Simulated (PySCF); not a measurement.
**SnH2Me(pyrrolidide): geometry, NMR shifts and electronic excitations**

Aim: predict the NMR shifts and electronic excitations of SnH2Me(pyrrolidide) (`[H][Sn]([H])([CH3])[N]1CCCC1`).

The runs use PySCF 2.14.0, with density-fitted response routines of our own; the level of theory stands in each step. All values are computed, except where a source is named. Atoms are numbered from 0 throughout.

### Step 1. The starting structure

20 atoms, charge 0, multiplicity 1; geometry from: GFN2-xTB. The atoms were then displaced at random by about 0.03 Å, so the start is not that level's minimum.

Bonds of the start (Å): Sn0–H1 1.65, Sn0–H2 1.56, Sn0–C3 2.24, Sn0–N7 1.95, C3–H4 1.11, C3–H5 1.04, C3–H6 1.16, N7–C8 1.51, N7–C11 1.41, C8–C9 1.56, C8–H12 1.20, C8–H13 1.06, C9–C10 1.53, C9–H14 1.11, C9–H15 1.05, C10–C11 1.56, C10–H16 1.08, C10–H17 1.09, C11–H18 1.07, C11–H19 1.17.

### Step 2. Relaxing the molecule at PBE0-D3(BJ)/def2-SVP

The job: settings as JSON, then the geometry in Å.

```
{"job": {"xc": "PBE0", "basis": "def2-SVP", "d3": "d3bj", "grid": 1, "maxiter": 40, "shake": 0.03, "kind": "geom"}, "charge": 0, "multiplicity": 1}
Sn     1.260220     1.362340     0.889520
H      1.139650     1.279560     2.534280
H      2.725380     1.266430     0.352160
C      0.362690     3.287720     0.169150
H      0.280960     3.302760    -0.935680
H      0.775730     4.154460     0.570090
H     -0.741020     3.309480     0.511660
N      0.398810    -0.267810     0.249950
C     -0.986050    -0.646660     0.724650
C     -1.118260    -2.113820     0.197930
C     -0.137960    -2.196350    -0.973310
C      0.485630    -0.769760    -1.067310
H     -1.831410    -0.007770     0.151450
H     -1.144300    -0.563930     1.767840
H     -2.142730    -2.358960    -0.142780
H     -0.834800    -2.759470     0.979840
H      0.686880    -2.865480    -0.780210
H     -0.614150    -2.465440    -1.916180
H      1.501990    -0.780000    -1.405580
H     -0.204860    -0.153160    -1.778140
```

On the command line:

```sh
> OMP_NUM_THREADS=1 python probes_run.py task.json out
```

This one command runs all jobs of the session in turn.

The program printed:

```text
step   0  E = -466.87166196  max force = 0.077374
step   1  E = -466.90381228  max force = 0.013241
step   2  E = -466.90613259  max force = 0.004604
step   3  E = -466.90648095  max force = 0.001789
step   4  E = -466.90654300  max force = 0.001106
step   5  E = -466.90657040  max force = 0.000770
step   6  E = -466.90657956  max force = 0.000561
step   7  E = -466.90658123  max force = 0.000405
optimisation converged
```

Wall time 7.9 min (1 thread of Intel Xeon at 2.50GHz, shared host); peak memory 0.75 GiB.

Step by step:

```tsv
step	energy from step 0 (eV)	largest force component (eV/Å)
0	0.0000	3.9787
1	-0.8749	0.6809
2	-0.9380	0.2367
3	-0.9475	0.0920
4	-0.9492	0.0569
5	-0.9499	0.0396
6	-0.9502	0.0288
7	-0.9502	0.0208
```

Close pairs (by a distance rule), those that changed most:

```tsv
bond	before (Å)	after (Å)	change (Å)
Sn0–H2	1.564	1.717	+0.153
Sn0–N7	1.952	2.042	+0.091
C8–H12	1.205	1.115	-0.090
Sn0–C3	2.243	2.156	-0.088
N7–C8	1.512	1.445	-0.067
Sn0–H1	1.651	1.716	+0.065
C3–H5	1.040	1.100	+0.059
C3–H6	1.156	1.099	-0.057
```

The final coordinates are the input of the step that follows.

```tsv
at the end point	value
rotational constants (GHz, main isotopes)	3.703, 0.763, 0.760
dipole moment (D)	0.95
```

### Step 3. Nuclear shieldings: PBE0/def2-TZVP+pcSseg-1

The job: settings as JSON, then the geometry in Å.

```
{"job": {"kind": "nmr", "xc": "PBE0", "basis": {"default": "pcSseg-1", "Sn": "def2-TZVP"}}, "charge": 0, "multiplicity": 1}
Sn     1.222809     1.448921     0.932817
H      1.098677     1.408791     2.644104
H      2.851972     1.333428     0.404147
C      0.283740     3.217022     0.133661
H      0.335000     3.205266    -0.964225
H      0.796026     4.116733     0.504433
H     -0.770549     3.255961     0.441962
N      0.327208    -0.268329     0.284602
C     -0.986597    -0.678716     0.724238
C     -1.123748    -2.108005     0.171010
C     -0.146346    -2.153042    -1.022911
C      0.454292    -0.739012    -1.075680
H     -1.802084    -0.043752     0.307017
H     -1.075660    -0.635151     1.822411
H     -2.160606    -2.332797    -0.120374
H     -0.832552    -2.841935     0.936260
H      0.646661    -2.893505    -0.843887
H     -0.640430    -2.423036    -1.968171
H      1.505754    -0.732510    -1.407590
H     -0.121167    -0.122194    -1.804493
```

Level: GIAO PBE0/pcSseg-1 Sn:def2-TZVP NMR shielding, scalar relativity only through core potentials, gas phase.

The program printed:

```text
coarse grid: 71184 points
cycle   1  E = -465.4678786978  dE = -3.485e+01  |g| = 2.759e+00  |ddm| = 3.139e+01
cycle   2  E = -462.9537021464  dE =  2.514e+00  |g| = 5.179e+00  |ddm| = 1.006e+01
cycle   3  E = -467.0136593298  dE = -4.060e+00  |g| = 4.201e-01  |ddm| = 6.856e+00
cycle   4  E = -467.0180150716  dE = -4.356e-03  |g| = 3.821e-01  |ddm| = 6.771e-01
cycle   5  E = -467.0491190452  dE = -3.110e-02  |g| = 5.883e-02  |ddm| = 4.062e-01
cycle   6  E = -467.0497982731  dE = -6.792e-04  |g| = 2.374e-02  |ddm| = 7.381e-02
cycle   7  E = -467.0499357711  dE = -1.375e-04  |g| = 5.052e-03  |ddm| = 2.382e-02
cycle   8  E = -467.0499416843  dE = -5.913e-06  |g| = 1.039e-03  |ddm| = 5.814e-03
final grid: 150912 points
cycle   9  E = -467.0499594710  dE = -7.195e-08  |g| = 1.083e-03  |ddm| = 2.694e-03
cycle  10  E = -467.0499593158  dE =  1.552e-07  |g| = 1.317e-03  |ddm| = 2.093e-03
cycle  11  E = -467.0499597306  dE = -4.148e-07  |g| = 1.354e-04  |ddm| = 1.206e-03
cycle  12  E = -467.0499597344  dE = -3.882e-09  |g| = 3.125e-05  |ddm| = 1.303e-04
cycle  13  E = -467.0499597346  dE = -2.074e-10  |g| = 1.135e-05  |ddm| = 4.032e-05
converged SCF energy = -467.0499597346

GIAO shielding tensors (ppm)
atom      isotropic    diamagn.    paramagn.     s11        s22        s33       span
  0 Sn         nan         nan         nan        nan        nan        nan        nan
  1 H       26.155      29.091      -2.936     18.378     20.484     39.604     21.226
  2 H       26.160      29.117      -2.958     18.388     20.518     39.572     21.184
  3 C      193.752     250.530     -56.778    189.871    194.323    197.062      7.191
  4 H       30.945      30.660       0.284     24.971     28.857     39.006     14.035
  5 H       31.253      25.778       5.475     25.439     27.678     40.643     15.204
  6 H       30.943      30.605       0.338     24.976     28.837     39.015     14.039
  7 N      212.152     327.839    -115.687    163.994    213.131    259.332     95.339
  8 C      131.239     245.638    -114.399    100.881    122.457    170.379     69.497
  9 C      158.080     248.844     -90.764    131.434    166.928    175.879     44.444
 10 C      157.921     248.675     -90.754    131.790    166.192    175.782     43.992
 11 C      130.902     245.786    -114.884    100.596    122.156    169.955     69.359
 12 H       28.647      31.889      -3.242     21.168     29.452     35.321     14.153
 13 H       28.112      31.279      -3.167     22.442     27.994     33.901     11.459
 14 H       29.825      29.427       0.398     24.883     27.177     37.416     12.534
 15 H       29.646      29.585       0.061     24.404     27.260     37.274     12.870
 16 H       29.666      29.631       0.035     24.421     27.284     37.293     12.871
 17 H       29.817      29.381       0.436     24.903     27.133     37.417     12.513
 18 H       28.121      31.351      -3.230     22.440     28.061     33.863     11.423
 19 H       28.660      31.925      -3.265     21.223     29.427     35.330     14.107
```

Run time: 2.8 min. Hardware: 1 thread of Intel Xeon at 2.50GHz, shared host; peak memory 1.2 GiB.

Shifts follow as δ = σ(reference) − σ, with reference shieldings (ppm) from runs at the same level and on the same kind of geometry: ¹H TMS 31.27, ¹³C TMS 184.4, ¹⁵N NH3 265.7. The references are single molecules in the gas phase, so shifts against H2O, NH3, PH3, H3PO4 or CFCl3 are not on the usual liquid scales and can be off by tens of ppm. Atoms listed in one row are averaged.

```tsv
atoms	environment	σ (ppm)	δ (ppm)
C8, C11	carbon bonded to C, N, 2 H	131.1	53.3
C9, C10	carbon bonded to 2 C, 2 H	158.0	26.4
C3	carbon bonded to Sn, 3 H	193.8	-9.3
H1, H2	hydrogen on a Sn bonded to C, N	26.16	5.11
H12, H13, H18, H19	hydrogen on a carbon bonded to C, N	28.39	2.88
H14, H15, H16, H17	hydrogen on a carbon bonded to 2 C	29.74	1.53
H4, H5, H6	hydrogen on a carbon bonded to Sn	31.05	0.22
N7	nitrogen bonded to 2 C, Sn	212.2	53.5
```

Atoms past Kr carry core potentials, so their printed shieldings have no meaning and are left out of the table.

Charges from the same density, by scheme (e):

```tsv
atoms	Mulliken	ESP fit
Sn0	0.59	0.58
C3	-0.52	-0.44
N7	-0.84	-0.40
C8, C11	0.01	0.01
C9, C10	-0.23	-0.13
```

Mayer bond orders: Sn0–C3 1.00, Sn0–N7 0.84, N7–C8 0.97, N7–C11 0.97, C8–C9 1.03, C9–C10 1.03, C10–C11 1.03.

With diffuse functions Mulliken charges and Mayer bond orders lose their meaning; the other schemes are steadier.

Ring of atoms N7, C8, C9, C10, C11: NICS(0) -7.8, NICS(1) -4.3, NICS(1)zz -5.9 ppm (means of both faces).

Orbitals, density, ELF and potential are computed afterwards from the orbital file.

Frontier orbitals at PBE0/def2-TZVP+pcSseg-1, with the share of their density that lies nearest to each atom:

```tsv
orbital	energy (eV)	lies on
HOMO	-5.82	N7 62 %; H12, H19 about 8 % each
LUMO	0.50	H1, H2 about 18 % each; Sn0 15 %; N7 11 %
```

ELF in a plane through or near 6 of the atoms.

Ten even steps from '0' (0.00) to '9' (1.00):
```
0000000000000000000000000000
0000000000000000000000000000
0000000000000000000000000000
0000000000000000000000000000
0000000000000000000000000000
0000000230000587103872000000
0000004996002999308997000000
0000006999000899319998000000
0000336998100288118995000000
0001776675100000013310000000
0001776685100011013310000000
0000336998100288218995000000
0000006999001899419999000000
0000003895002899308997000000
0000000120000476103872000000
0000000000000000000000000000
0000000000000000000000000000
0000000000000000000000000000
0000000000000000000000000000
0000000000000000000000000000
```
The map spans 13.6 Å across and 9.3 Å up, centred on the molecule. Atoms in the plane (x, y in Å): H4 (-3.0, -0.9), H6 (-3.0, 0.9), H12 (0.4, 1.4), H14 (2.8, 1.2), H17 (2.8, -1.2), H19 (0.5, -1.3).

log10 of the density (e/Å³) in the same plane.

Ten even steps from ' ' (-4.0) to '@' (0.2):
```
                                                        
                                                        
                          ........                      
                        ..::----::::::::..              
            ....::......--========--------::            
        ..::========::--==**####**++****++==::          
      ..--==++****++==--++##@@@@##**##%%##++--..        
    ..::==++##%%@@##++==++##@@@@%%##@@@@%%**--::        
    ::--++**%%@@@@%%**++++**%%%%####%%%%##**--..        
    ::==**##@@@@@@%%**++++****##**######**++--..        
    ::==**##@@@@@@%%**++++**####**######**++--..        
    ::--++**%%@@@@%%**++++##%%%%####%%@@##**--::        
    ..::==++##%%%%##++==++##@@@@%%##%%@@%%**--::        
      ..::==++****++==--++##%%%%##**##%%##++--..        
        ..::--====--::::==**####**++****++==::          
            ............--========--------::            
                        ..::----::::::::..              
                          ........                      
                                                        
                                                        
```
The map spans 13.6 Å across and 9.3 Å up, centred on the molecule. Atoms in the plane (x, y in Å): H4 (-3.0, -0.9), H6 (-3.0, 0.9), H12 (0.4, 1.4), H14 (2.8, 1.2), H17 (2.8, -1.2), H19 (0.5, -1.3).

On the surface of density 0.002 e/bohr³ the electrostatic potential runs, from the 1st to the 99th percentile, from -1.02 V near N7 to 1.14 V near Sn0.

### Step 4. TDDFT and polarisability: wB97X-D/def2-SVPD

Same as in step 3 but for these lines:

```diff
@@ -1,2 +1,2 @@
-{"job": {"kind": "nmr", "xc": "PBE0", "basis": {"default": "pcSseg-1", "Sn": "def2-TZVP"}}, "charge": 0, "multiplicity": 1}
+{"job": {"kind": "uv", "xc": "wB97X-D", "basis": "def2-SVPD", "ip": false, "nstates": 10}, "charge": 0, "multiplicity": 1}
 Sn     1.222809     1.448921     0.932817
```

Method: TDDFT wB97X-D/def2-SVPD, vertical, gas phase, core orbitals frozen in the response.

The program printed:

```text
coarse grid: 71184 points
cycle   1  E = -465.6279401889  dE = -2.155e+01  |g| = 2.607e+00  |ddm| = 1.624e+01
cycle   2  E = -466.1456144707  dE = -5.177e-01  |g| = 2.461e+00  |ddm| = 1.765e+01
cycle   3  E = -467.1872670280  dE = -1.042e+00  |g| = 1.719e-01  |ddm| = 5.507e+00
cycle   4  E = -467.1917309748  dE = -4.464e-03  |g| = 1.481e-01  |ddm| = 5.457e-01
cycle   5  E = -467.1964525138  dE = -4.722e-03  |g| = 3.425e-02  |ddm| = 2.540e-01
cycle   6  E = -467.1968048806  dE = -3.524e-04  |g| = 9.465e-03  |ddm| = 7.330e-02
cycle   7  E = -467.1968523706  dE = -4.749e-05  |g| = 4.150e-03  |ddm| = 3.187e-02
cycle   8  E = -467.1968628993  dE = -1.053e-05  |g| = 8.468e-04  |ddm| = 1.501e-02
cycle   9  E = -467.1968639670  dE = -1.068e-06  |g| = 2.076e-04  |ddm| = 5.876e-03
final grid: 150912 points
cycle  10  E = -467.1934122987  dE = -6.715e-06  |g| = 1.047e-03  |ddm| = 1.905e-02
cycle  11  E = -467.1934124375  dE = -1.388e-07  |g| = 5.670e-04  |ddm| = 4.581e-03
cycle  12  E = -467.1934124861  dE = -4.859e-08  |g| = 9.097e-05  |ddm| = 1.758e-03
cycle  13  E = -467.1934124881  dE = -2.083e-09  |g| = 5.890e-05  |ddm| = 2.322e-04
cycle  14  E = -467.1934124892  dE = -1.049e-09  |g| = 1.104e-05  |ddm| = 1.267e-04
cycle  15  E = -467.1934124893  dE = -8.902e-11  |g| = 4.030e-06  |ddm| = 4.191e-05
converged SCF energy = -467.1934124893

Static polarisability (au): isotropic 107.360, principal 99.146 99.935 122.998

Singlet excitations
state   eV       nm        f      main configurations
  1   5.3136    233.3   0.02972   H->L+1 0.45, H->L+2 0.25, H->L 0.19
  2   5.8495    212.0   0.01046   H->L 0.69
  3   5.9447    208.6   0.03107   H->L+2 0.61, H->L+1 0.31
  4   6.5036    190.6   0.00068   H->L+4 0.88
  5   6.6024    187.8   0.00559   H->L+3 0.82
  6   7.0597    175.6   0.00241   H->L+5 0.84
  7   7.1559    173.3   0.02417   H->L+6 0.64, H->L+7 0.18, H->L+9 0.09
  8   7.2882    170.1   0.09995   H->L+7 0.61, H->L+6 0.17
  9   7.8318    158.3   0.02892   H->L+9 0.56, H->L+12 0.10
 10   7.9207    156.5   0.01446   H->L+10 0.35, H->L+8 0.31, H->L+13 0.20

Triplet excitations (Tamm-Dancoff, eV): 4.9654 5.6983 5.7349 6.4603
```

Run time: 4.3 min. Hardware: 1 thread of Intel Xeon at 2.50GHz, shared host; peak memory 1.4 GiB.

The orbitals next to the gap, with their largest atomic shares:

```tsv
orbital	eV	atoms
HOMO−3	-10.63	Sn0 20 %, H1 14 %, H2 13 %
HOMO−2	-10.62	N7 33 %, Sn0 14 %, C11 9 %
HOMO−1	-10.33	C3 33 %, Sn0 27 %, H2 10 %
HOMO	-7.67	N7 56 %, C8 9 %, C11 9 %
LUMO	1.80	Sn0 52 %, C3 8 %, H2 8 %
LUMO+1	2.03	Sn0 40 %, C3 10 %, H1 10 %
LUMO+2	2.10	Sn0 28 %, C3 18 %, H1 10 %
```

With each of the 10 states as a Gaussian band of 0.4 eV half-width at 1/e, the curve within the window shown has maxima at 212 nm (ε 1,800), 170 nm (ε 5,200) L/(mol cm). Beyond the last state computed it falls off for lack of states. The curve at chosen wavelengths:

(nm, ε (L/mol/cm)): (151, 807), (155, 1691), (160, 2754), (164, 3864), (169, 5157), (173, 4925), (178, 3175), (182, 1770), (187, 820), (191, 616), (196, 791), (200, 1132), (205, 1578), (209, 1785), (214, 1799), (218, 1700), (223, 1577), (227, 1510), (232, 1419), (236, 1293), (241, 1058), (245, 835), (250, 564), (254, 384), (259, 218), (263, 131)

Leading natural transition orbitals of singlet state 8: the hole lies on N7 62 %; H12, H19 about 8 % each; the particle on H5 14 %; 4 H atoms about 10 % each; H14, H17 about 8 % each.

Leading natural transition orbitals of singlet state 1: the hole lies on N7 65 %; H12, H19 about 7 % each; the particle on Sn0 14 %; N7 12 %; H1, H2 about 11 % each.

Further results of this job:

```tsv
property	computed
dipole moment (D)	0.95
polarisability (Å³)	15.91
HOMO–LUMO gap (eV)	9.47
−ε(HOMO) (eV)	7.67
```

### Step 5. Shielding tensors: KT2/def2-TZVP+pcSseg-1

Same as in step 4 but for these lines:

```diff
@@ -1,2 +1,2 @@
-{"job": {"kind": "uv", "xc": "wB97X-D", "basis": "def2-SVPD", "ip": false, "nstates": 10}, "charge": 0, "multiplicity": 1}
+{"job": {"kind": "nmr", "xc": "KT2", "basis": {"default": "pcSseg-1", "Sn": "def2-TZVP"}, "pop": false}, "charge": 0, "multiplicity": 1}
 Sn     1.222809     1.448921     0.932817
```

With the program's defaults for keys left out, this is: GIAO KT2/pcSseg-1 Sn:def2-TZVP NMR shielding, scalar relativity only through core potentials, gas phase.

The program printed:

```text
coarse grid: 71184 points
cycle   1  E = -470.9182638866  dE = -3.434e+01  |g| = 3.045e+00  |ddm| = 3.066e+01
cycle   2  E = -417.7870936809  dE =  5.313e+01  |g| = 1.015e+01  |ddm| = 3.478e+01
cycle   3  E = -472.6565994215  dE = -5.487e+01  |g| = 9.793e-01  |ddm| = 3.389e+01
cycle   4  E = -472.6009086623  dE =  5.569e-02  |g| = 1.172e+00  |ddm| = 2.294e+00
cycle   5  E = -472.9584283280  dE = -3.575e-01  |g| = 2.237e-01  |ddm| = 1.198e+00
cycle   6  E = -472.9633740725  dE = -4.946e-03  |g| = 1.727e-01  |ddm| = 4.202e-01
cycle   7  E = -472.9695024900  dE = -6.128e-03  |g| = 4.867e-02  |ddm| = 2.117e-01
cycle   8  E = -472.9700695083  dE = -5.670e-04  |g| = 1.194e-02  |ddm| = 5.202e-02
cycle   9  E = -472.9701021159  dE = -3.261e-05  |g| = 3.890e-03  |ddm| = 1.460e-02
cycle  10  E = -472.9701061905  dE = -4.075e-06  |g| = 1.413e-03  |ddm| = 6.224e-03
final grid: 150912 points
cycle  11  E = -472.9701093888  dE =  6.024e-07  |g| = 2.137e-03  |ddm| = 4.846e-03
cycle  12  E = -472.9701069120  dE =  2.477e-06  |g| = 3.664e-03  |ddm| = 6.338e-03
cycle  13  E = -472.9701105197  dE = -3.608e-06  |g| = 4.093e-04  |ddm| = 4.122e-03
cycle  14  E = -472.9701105554  dE = -3.575e-08  |g| = 1.182e-04  |ddm| = 4.715e-04
cycle  15  E = -472.9701105586  dE = -3.153e-09  |g| = 8.183e-06  |ddm| = 1.268e-04
cycle  16  E = -472.9701105586  dE = -1.592e-11  |g| = 1.908e-06  |ddm| = 1.303e-05
converged SCF energy = -472.9701105586

GIAO shielding tensors (ppm)
atom      isotropic    diamagn.    paramagn.     s11        s22        s33       span
  0 Sn         nan         nan         nan        nan        nan        nan        nan
  1 H       25.870      29.157      -3.287     18.255     20.346     39.009     20.755
  2 H       25.874      29.184      -3.309     18.265     20.380     38.977     20.712
  3 C      191.063     252.458     -61.394    186.614    193.051    193.524      6.910
  4 H       30.804      31.310      -0.506     25.016     28.850     38.545     13.529
  5 H       31.130      25.326       5.804     25.544     27.697     40.151     14.607
  6 H       30.801      31.243      -0.442     25.020     28.831     38.553     13.533
  7 N      197.004     328.080    -131.076    158.292    186.095    246.624     88.332
  8 C      128.581     247.972    -119.391     98.459    118.939    168.344     69.885
  9 C      156.874     250.826     -93.952    132.033    164.864    173.725     41.692
 10 C      156.725     250.656     -93.930    132.394    164.138    173.643     41.249
 11 C      128.235     248.104    -119.869     98.159    118.627    167.918     69.759
 12 H       28.341      32.307      -3.967     20.679     29.356     34.988     14.310
 13 H       27.790      31.454      -3.664     22.356     27.784     33.230     10.874
 14 H       29.680      29.556       0.123     24.865     27.189     36.984     12.118
 15 H       29.599      29.718      -0.119     24.358     27.314     37.125     12.767
 16 H       29.624      29.780      -0.156     24.377     27.338     37.158     12.781
 17 H       29.664      29.493       0.171     24.886     27.138     36.969     12.083
 18 H       27.798      31.531      -3.733     22.355     27.849     33.191     10.836
 19 H       28.356      32.343      -3.987     20.734     29.335     34.998     14.264
```

Run time: 3.2 min. Hardware: 1 thread of Intel Xeon at 2.50GHz, shared host; peak memory 1.3 GiB.

This run: δ C8 54.8, C9 26.4, C3 -7.8, N7 67.3, H1 5.31, H12 3.11 ppm (means over like atoms).

### Step 6. Run by run: NMR shifts

Shifts (ppm) of some atoms, chosen among heavy atoms and hydrogens apart, means over like atoms, with basis size and wall time:

```tsv
run	C8	C9	C3	H1	H12	H4	N7	functions	time
PBE0/def2-TZVP+pcSseg-1	53.3	26.4	-9.3	5.11	2.88	0.22	53.5	217	2.8 min
KT2/def2-TZVP+pcSseg-1	54.8	26.4	-7.8	5.31	3.11	0.27	67.3	217	3.2 min
```

### Step 7. What came out

```
                                                                         quantity                        value
                                             rotational constants (main isotopes)         3.70, 0.76, 0.76 GHz
¹³C shifts against TMS (PBE0/def2-TZVP+pcSseg-1, means over atoms taken as alike)         53.3, 26.4, -9.3 ppm
 ¹H shifts against TMS (PBE0/def2-TZVP+pcSseg-1, means over atoms taken as alike)   5.11, 2.88, 1.53, 0.22 ppm
                                 ¹⁵N shifts against NH3 (PBE0/def2-TZVP+pcSseg-1)                     53.5 ppm
                                            surface potential, 1st and 99th percentile           -1.02 V and 1.14 V
                                               lowest singlet (wB97X-D/def2-SVPD)  5.31 eV (233 nm), f = 0.030
                                         brightest single state of those computed  state 8, 7.29 eV, f = 0.100
                                                                   lowest triplet                      4.97 eV
                                                         range of the shift of N7             53.5 to 67.3 ppm
```

In words: The start was shaken at random, so part of the energy gained undoes that. Relaxing lowered the energy by 0.950 eV in 7 steps; the close pair that moved most is Sn0–H2, from 1.564 to 1.717 Å. No frequency check was run at this level, so the end point may be a saddle. At PBE0/def2-TZVP+pcSseg-1: The largest span, 95 ppm, is at N7, where the paramagnetic term is -116 ppm. The first singlet state (HOMO→LUMO+1 0.45, HOMO→LUMO+2 0.25) lies at 5.31 eV and is weak; of the 10 states computed, the strongest absorption comes from state 8 at 7.29 eV. The lowest triplet lies 0.35 eV below the lowest singlet (triplets in Tamm-Dancoff, singlets in full TDDFT). Spin-orbit coupling, left out, mixes singlets and triplets in elements this heavy. In ppm, N7 moves most: its shift spreads over 13.8 ppm, from 53.5 (PBE0/def2-TZVP+pcSseg-1) to 67.3 (KT2/def2-TZVP+pcSseg-1). Spin-orbit coupling is left out, which matters for shieldings and couplings at and beside the heavy atoms.
